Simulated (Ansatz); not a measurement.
# SnHClOF2 (SMILES [OH][Sn]([F])([F])[Cl]): PBE0/def2-SVP (core potential)

What is the energy change on altering one bond length of SnHClOF2 at PBE0/def2-SVP (core potential)? 

Program for the calculation: Ansatz 0.2.0.

119 further runs of the same task are left out: 1 that didn't finish, 118 set aside as unsound or not needed. Runs told in other sessions of the task aren't counted.

## Step 1: The system as given

The species is SnHClOF2 (6 atoms), meant as a singlet with charge 0. SMILES: `[OH][Sn]([F])([F])[Cl]`. The coordinates come from a PBE0-D4/def2-TZVP relaxation. This is one conformer, not always the lowest.

Bond lengths: O1–Sn2 1.922 Å, Sn2–F3 1.884 Å, Sn2–F4 1.892 Å, Sn2–Cl5 2.279 Å, O1–H6 0.962 Å. Angles: O1–Sn2–F3 106.5°, O1–Sn2–F4 110.4°, O1–Sn2–Cl5 114.9°, F3–Sn2–F4 106.2°, F3–Sn2–Cl5 110.3°, F4–Sn2–Cl5 108.2°, Sn2–O1–H6 113.6°.

## Step 2: A single-point energy at PBE0/def2-SVP (core potential)

Contents of molecule.yaml:

```yaml
crystal:
  periodic: [false, false, false]
  atoms:
    - {symbol: O, position_ang: [-0.464000, 0.283900, 1.476300]}
    - {symbol: Sn, position_ang: [0.252400, -0.175700, -0.247500]}
    - {symbol: F, position_ang: [1.982500, -0.856500, 0.056700]}
    - {symbol: F, position_ang: [-0.743300, -1.587100, -1.019700]}
    - {symbol: Cl, position_ang: [0.329400, 1.540600, -1.744400]}
    - {symbol: H, position_ang: [-1.315000, 0.730600, 1.432500]}
basis:
  gaussian:
    orbitals: def2-SVP
hamiltonian:
  xc: pbe0
accuracy: high
output: {orbitals: {seedname: orbitals}}
```

Run with:

```sh
$ ansatz run molecule.yaml --threads 1 --pin off --max-ram 3480MiB --events-out events.jsonl --progress --plain --runs-dir runs
```

Standard output:

```text
Warning: RAYON_NUM_THREADS=1 ignored (pool sized by the plan → 1); use --threads N
Functional definition: PBE0
  name "PBE0"
  parameter a = 0.25
  parameter kappa = 0.804
  parameter beta = 0.06672455060314922
  exchange = (1 - a)*pbe_x(kappa = kappa, mu = beta*pi^2/3) + a*exact_x
  correlation = pbe_c(beta = beta)
1947 factors; integrals over basis functions are off by at most 3.3e-9 eV
mean field evaluation 1: about -25824.9132 eV, gradient 6.5e1 eV
mean field evaluation 2: about -25806.5665 eV, gradient 1.2e2 eV
mean field evaluation 4: about -25832.2904 eV, gradient 7.2e0 eV
mean field evaluation 8: about -25832.5108 eV, gradient 4.8e-1 eV
mean field evaluation 16: about -25832.5113 eV, gradient 6.5e-5 eV
mean field -25832.51132109 eV, -949.3272811448 hartree, gradient 8.0e-8 eV, S^2 0.000000; 0 other end points of the search recorded, 0 dependent functions left out
reference -25832.51132401 eV, -949.3272812522 hartree; 33, 33 occupied and 58, 58 virtual orbitals, 1947 factors
Total energy: -25832.51132401 eV, -949.3272812522 hartree
```

It took 9.9 s on 1 thread of Arm Neoverse V2, shared host; peak memory 0.34 GiB.

## Step 3: The distorted shape

Contents of in.yaml:

```yaml
basis:
  gaussian: {orbitals: def2-SVP}
crystal:
  periodic: [false, false, false]
  atoms:
    - {symbol: O, position_ang: [0.216798, -0.073459, 1.511340]}
    - {symbol: Sn, position_ang: [0.933198, -0.533059, -0.212460]}
    - {symbol: F, position_ang: [2.663298, -1.213859, 0.091740]}
    - {symbol: F, position_ang: [-0.062502, -1.944459, -0.984660]}
    - {symbol: Cl, position_ang: [1.010198, 1.183241, -1.709360]}
    - {symbol: H, position_ang: [-1.315000, 0.730600, 1.432500]}
hamiltonian: {xc: pbe0}
accuracy: high
output: {orbitals: {seedname: orbitals}}
```

Run with:

```sh
$ ansatz run in.yaml --threads 1 --pin off --max-ram 3480MiB --events-out events.jsonl --progress --plain --runs-dir runs
```

Standard output, cut to the lines that bear on the results:

```text
Warning: RAYON_NUM_THREADS=1 ignored (pool sized by the plan → 1); use --threads N
[... 7 set-up lines as earlier in the session ...]
1949 factors; integrals over basis functions are off by at most 3.1e-9 eV
mean field evaluation 1: about -25818.4098 eV, gradient 7.0e1 eV
mean field evaluation 2: about -25766.9020 eV, gradient 1.6e2 eV
mean field evaluation 4: about -25828.1194 eV, gradient 1.3e1 eV
mean field evaluation 8: about -25828.5065 eV, gradient 1.6e0 eV
mean field evaluation 16: about -25828.5119 eV, gradient 4.1e-4 eV
mean field -25828.51185833 eV, -949.1803035996 hartree, gradient 3.7e-8 eV, S^2 0.000000; 0 other end points of the search recorded, 0 dependent functions left out
reference -25828.51186137 eV, -949.1803037112 hartree; 33, 33 occupied and 58, 58 virtual orbitals, 1949 factors
Total energy: -25828.51186137 eV, -949.1803037112 hartree
```

Run time: 11 s. Hardware: 1 thread of Arm Neoverse V2, shared host; peak memory 0.34 GiB.

## Step 4: What came out

Level: PBE0/def2-SVP (core potential).

| quantity | value |
| --- | --- |
| first shape: total energy | -949.32728 Eh |
| first shape: HOMO energy | -9.89 eV |
| first shape: LUMO energy | -2.71 eV |
| first shape: HOMO–LUMO gap | 7.18 eV |
| distorted shape: total energy | -949.18030 Eh |
| distorted shape: HOMO energy | -9.54 eV |
| distorted shape: LUMO energy | -4.70 eV |
| distorted shape: HOMO–LUMO gap | 4.84 eV |
| energy change with the O1–H6 bond stretched from 0.962 to 1.732 Å | 3.999 eV |

What this shows: With the O1–H6 bond stretched from 0.962 to 1.732 Å the energy rises by 4.00 eV (92 kcal/mol). The first shape isn't relaxed at this level, so the change isn't measured from a minimum. A restricted reference can't describe the breaking bond well at this length.
